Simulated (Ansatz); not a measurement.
# BClFH3Si: how energies converge with the basis set

The task here is to estimate one member of a computed series from the others.

The runs use Ansatz 0.2.0, Gaussian basis; one geometry, several basis sets.

Levels to be run: PBE0-D4/def2-SVP; ωB97M-V/def2-SVP; PBE0-D4/def2-QZVPP; ωB97M-V/def2-QZVPP; the functionals' def2-TZVPP values are taken from earlier runs.

### The geometry

All runs share one geometry, relaxed beforehand with PBE0-D4 in a triple-zeta def2 set.

SMILES `B[SiH](F)Cl`, 7 atoms, charge 0, spin multiplicity 1.

Atoms are counted from 1 here; the program's logs count them from 0.

Bond lengths: B1–Si2 1.998 Å, B1–H5 1.194 Å, B1–H6 1.193 Å, Si2–F3 1.595 Å, Si2–Cl4 2.059 Å, Si2–H7 1.480 Å. Angles: Si2–B1–H5 119.9°, Si2–B1–H6 121.0°, H5–B1–H6 118.9°, B1–Si2–F3 113.8°, B1–Si2–Cl4 100.6°, B1–Si2–H7 119.1°, F3–Si2–Cl4 108.4°, F3–Si2–H7 106.4°, Cl4–Si2–H7 107.9°.

Set-up of the first run:

in.yaml

```yaml
crystal:
  periodic: [false, false, false]
  atoms:
    - {symbol: B, position_ang: [0.415261, 0.982441, 0.584528]}
    - {symbol: Si, position_ang: [-0.436144, -0.541798, -0.386429]}
    - {symbol: F, position_ang: [-0.710721, -0.248526, -1.930489]}
    - {symbol: Cl, position_ang: [1.051278, -1.958397, -0.246741]}
    - {symbol: H, position_ang: [0.343394, 1.044734, 1.774975]}
    - {symbol: H, position_ang: [1.078732, 1.787226, 0.004711]}
    - {symbol: H, position_ang: [-1.680699, -1.133680, 0.153743]}
basis:
  gaussian: {orbitals: def2-SVP}
hamiltonian: {xc: pbe0, dispersion: d4}
output: {orbitals: {seedname: orbitals}}
```

The run is started by

```bash
$ ansatz run in.yaml --threads 2 --pin off --events-out ev --progress --plain --max-ram 4352MiB
```

Steps of the session up to this table: PBE0-D4 in def2-SVP; ωB97M-V in def2-SVP; PBE0-D4 in def2-QZVPP; ωB97M-V in def2-QZVPP.

One table of the session follows, with a row left open; its other results are not shown here.

It belongs to the step «Functionals by basis». 

| functional | basis | HOMO (eV) | LUMO (eV) |
| --- | --- | --- | --- |
| PBE0-D4 | def2-SVP | -8.44 | -2.84 |
| PBE0-D4 | def2-TZVPP | -8.51 | -2.90 |
| PBE0-D4 | def2-QZVPP | -8.53 | -2.92 |
| ωB97M-V | def2-SVP | -10.55 | -0.75 |
| ωB97M-V | def2-TZVPP | -10.67 | -0.91 |
| ωB97M-V | def2-QZVPP | ? | ? |

Q: Estimate the row for ωB97M-V, def2-QZVPP from the others.

**Answer.** HOMO (eV): -10.69; LUMO (eV): -0.96. In the column «HOMO (eV)» it is the lowest.
